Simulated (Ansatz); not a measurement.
# SiSe: vertical ionisation energy

One table from this session's results is given with a row withheld; the runs are named, their logs left out.

Program: Ansatz 0.2.0, Gaussian basis. Level of theory: unrestricted cation, the program's frozen cores in correlated methods. These are calculated values, not measurements.

Levels to be run: UKS PBE-D4/def2-TZVPP; UKS r2SCAN-D4/def2-TZVPP; UKS PBE0-D4/def2-TZVPP; UKS B3LYP-D4/def2-TZVPP; UKS wB97X-V/def2-TZVPP; UKS wB97M-V/def2-TZVPP; UKS B2PLYP/def2-TZVPP; UHF-CCSD(T)/def2-TZVPP; UHF-CCSD(T)/def2-QZVPP; extrapolation to the limit; then −ε(HOMO) from the neutral's earlier runs with LDA (SPW92), PBE-D4, revPBE-D4, BLYP-D4, r2SCAN-D4, B97M-V, PBE0-D4, B3LYP-D4, r2SCANh-D4, r2SCAN0-D4, HSE06-D4, BHLYP-D4, CAM-B3LYP-D4, LC-ωPBE, ωB97X-V, ωB97M-V.

### The relaxed structure

The geometry comes from an earlier relaxation with PBE0-D4 in a triple-zeta def2 set; it is a stationary point.

SMILES `[Si][Se]`, 2 atoms, charge 0, spin multiplicity 1.

Atoms are counted from 1 here; the program's logs count them from 0.

Bond lengths: Si1–Se2 2.062 Å.

Set-up of the first run:

in.yaml

```yaml
crystal:
  periodic: [false, false, false]
  atoms:
    - {symbol: Si, position_ang: [0.000000, 0.000000, 0.031441]}
    - {symbol: Se, position_ang: [-0.000000, -0.000000, 2.093089]}
basis:
  gaussian: {orbitals: def2-TZVPP}
total_charge: 1
magnetization: {spin_polarized: true, initial_magnetization: 1}
hamiltonian: {xc: pbe, dispersion: d4}
```

Launch:

```console
ansatz run in.yaml --threads 2 --pin off --events-out ev --progress --plain --max-ram 32768MiB --backend cpu
```

Among the steps run: Cation, UKS PBE-D4/def2-TZVPP; Cation, UKS r2SCAN-D4/def2-TZVPP; Cation, UKS PBE0-D4/def2-TZVPP; Cation, UKS B3LYP-D4/def2-TZVPP; Cation, UKS wB97X-V/def2-TZVPP; Cation, UKS wB97M-V/def2-TZVPP; Cation, UKS B2PLYP (frozen core)/def2-TZVPP; Cation, UHF-CCSD(T)/def2-TZVPP; Cation, UHF-CCSD(T)/def2-QZVPP.

One of the session's tables, all rows but one given; the rest of the session is left out.

For comparison, −ε(HOMO) of the neutral from earlier runs:

```
  functional  −ε(HOMO) (eV)
 LDA (SPW92)           6.82
      PBE-D4           6.70
   revPBE-D4           6.66
     BLYP-D4           6.53
   r2SCAN-D4           6.96
      B97M-V           7.00
     PBE0-D4           7.79
    B3LYP-D4           7.56
  r2SCANh-D4           7.35
  r2SCAN0-D4           7.95
    HSE06-D4              ?
    BHLYP-D4           8.61
CAM-B3LYP-D4           8.97
     LC-ωPBE          10.31
     ωB97X-V           9.98
     ωB97M-V           9.79
```

Estimate the missing values for HSE06-D4.

As computed: −ε(HOMO) (eV): 7.40. In the column «−ε(HOMO) (eV)» it lies between r2SCANh-D4 (7.35) and B3LYP-D4 (7.56).
